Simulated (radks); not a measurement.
**Cu¹⁶⁺ in [Ne] 3s2 3p1: an all-electron calculation**

An exercise on one series of results from a longer session: the logs are not shown, and one member is left open.

The numbers are computed with radks (a radial shooting solver on a logarithmic mesh, Libxc functionals) version 1 (Dirac Kohn-Sham, PBEsol, spin-unpolarised, spherical densities, finite nucleus; open shells fill j = l - 1/2 first), except any that are marked as measured or tabulated.

## The system

- element: copper (Z = 29)
- charge: +16
- electrons: 13
- configuration: [Ne] 3s2 3p1
- nuclear rms radius: 3.8823 fm

Set-up of the first run:

Input:

```text
Z 29
configuration [Ne] 3s2 3p1
relativity Dirac
functional pbe_sol,pbe_sol
spin unpolarised
j_filling energy
nucleus finite rms 3.8823 fm
c 137.035999084
```

One table of the session follows, with a row left open; its other results are not shown here.

It belongs to the step «Orbitals and density». From the orbitals of this run (lengths in bohr):

```
level      <r>  outermost maximum (interpolated)  90 % within  nodes
1s1/2  0.05215                            0.0341       0.0932      0
2s1/2   0.2324                             0.196        0.359      1
2p1/2   0.2014                             0.155        0.329      0
2p3/2   0.2046                             0.158        0.333      0
3s1/2   0.5962                             0.557        0.866      2
3p1/2        ?                                 ?            ?      ?
3p3/2   0.5889                             0.545        0.871      1
```

Estimate the missing values for 3p1/2.

The run gave: <r>: 0.5838; outermost maximum (interpolated): 0.540; 90 % within: 0.865; nodes: 1. In the column «<r>» it lies between 2s1/2 (0.2324) and 3p3/2 (0.5889).

Caveats from the session: Spin polarisation and multiplet splitting are left out.
